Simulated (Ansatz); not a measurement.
**C₅H₆F₂: vertical ionisation energy**

The task here is to estimate one member of a computed series from the others.

The runs use Ansatz 0.2.0, Gaussian basis; unrestricted cation, the program's frozen cores in correlated methods.

Levels to be run: UKS PBE-D4/def2-TZVPP; UKS r2SCAN-D4/def2-TZVPP; UKS PBE0-D4/def2-TZVPP; UKS B3LYP-D4/def2-TZVPP; UKS wB97X-V/def2-TZVPP; UKS wB97M-V/def2-TZVPP; UKS B2PLYP/def2-TZVPP; UHF-CCSD(T)/def2-TZVPP; UHF-MP2/def2-QZVPP; extrapolation to the limit; then −ε(HOMO) from the neutral's earlier runs with LDA (SPW92), PBE-D4, revPBE-D4, BLYP-D4, r2SCAN-D4, B97M-V, PBE0-D4, B3LYP-D4, r2SCANh-D4, r2SCAN0-D4, HSE06-D4, BHLYP-D4, CAM-B3LYP-D4, LC-ωPBE, ωB97X-V, ωB97M-V.

## The relaxed structure

An earlier PBE0-D4 in a triple-zeta def2 set relaxation fixed the geometry.

SMILES `F[C@H]1C=CC[C@@H]1F`, 13 atoms, charge 0, spin multiplicity 1.

Atoms are counted from 1 here; the program's logs count them from 0.

Bond lengths: F1–C2 1.393 Å, C2–C3 1.491 Å, C2–C6 1.533 Å, C2–H8 1.094 Å, C3–C4 1.328 Å, C3–H9 1.082 Å, C4–C5 1.497 Å, C4–H10 1.084 Å, C5–C6 1.527 Å, C5–H11 1.093 Å, C5–H12 1.095 Å, C6–F7 1.386 Å, C6–H13 1.092 Å. Angles: F1–C2–C3 110.5°, F1–C2–C6 110.1°, F1–C2–H8 106.9°, C3–C2–C6 104.4°, C3–C2–H8 114.6°, C6–C2–H8 110.3°, C2–C3–C4 111.4°, C2–C3–H9 122.6°, C4–C3–H9 126.0°, C3–C4–C5 112.7°, C3–C4–H10 124.8°, C5–C4–H10 122.5°, C4–C5–C6 103.6°, C4–C5–H11 113.1°, C4–C5–H12 111.4°, C6–C5–H11 109.5°, C6–C5–H12 112.3°, H11–C5–H12 106.9° and more.

Set-up of the first run:

in.yaml

```yaml
crystal:
  periodic: [false, false, false]
  atoms:
    - {symbol: F, position_ang: [-0.302414, 1.333641, 1.801954]}
    - {symbol: C, position_ang: [0.416264, 0.926697, 0.679974]}
    - {symbol: C, position_ang: [0.958077, -0.448566, 0.877611]}
    - {symbol: C, position_ang: [0.343102, -1.328269, 0.095466]}
    - {symbol: C, position_ang: [-0.704154, -0.698580, -0.769924]}
    - {symbol: C, position_ang: [-0.519724, 0.797701, -0.526915]}
    - {symbol: F, position_ang: [0.094136, 1.373110, -1.628906]}
    - {symbol: H, position_ang: [1.174275, 1.692661, 0.493054]}
    - {symbol: H, position_ang: [1.738405, -0.670543, 1.594000]}
    - {symbol: H, position_ang: [0.550771, -2.392087, 0.078741]}
    - {symbol: H, position_ang: [-0.569716, -0.915468, -1.832954]}
    - {symbol: H, position_ang: [-1.707157, -1.043746, -0.498589]}
    - {symbol: H, position_ang: [-1.451263, 1.338749, -0.348912]}
basis:
  gaussian: {orbitals: def2-TZVPP}
total_charge: 1
magnetization: {spin_polarized: true, initial_magnetization: 1}
hamiltonian: {xc: pbe, dispersion: d4}
```

Command:

```
ansatz run in.yaml --threads 2 --pin off --events-out ev --progress --plain --max-ram 32768MiB --backend cuda --devices 0, --max-vram 18GiB
```

Steps of the session up to this table: Cation, UKS PBE-D4/def2-TZVPP; Cation, UKS r2SCAN-D4/def2-TZVPP; Cation, UKS PBE0-D4/def2-TZVPP; Cation, UKS B3LYP-D4/def2-TZVPP; Cation, UKS wB97X-V/def2-TZVPP; Cation, UKS wB97M-V/def2-TZVPP; Cation, UKS B2PLYP (frozen core)/def2-TZVPP; Cation, UHF-CCSD(T)/def2-TZVPP; Cation, UHF-MP2/def2-QZVPP.

One of the session's tables, all rows but one given; the rest of the session is left out.

For comparison, −ε(HOMO) of the neutral from earlier runs:

```
  functional  −ε(HOMO) (eV)
 LDA (SPW92)              ?
      PBE-D4           6.72
   revPBE-D4           6.65
     BLYP-D4           6.58
   r2SCAN-D4           6.93
      B97M-V           6.95
     PBE0-D4           7.88
    B3LYP-D4           7.67
  r2SCANh-D4           7.37
  r2SCAN0-D4           8.03
    HSE06-D4           7.48
    BHLYP-D4           8.90
CAM-B3LYP-D4           9.23
     LC-ωPBE          10.62
     ωB97X-V          10.23
     ωB97M-V          10.13
```

**Question.** Estimate the row for LDA (SPW92).

As computed: −ε(HOMO) (eV): 6.89. In the column «−ε(HOMO) (eV)» it lies between PBE-D4 (6.72) and r2SCAN-D4 (6.93).
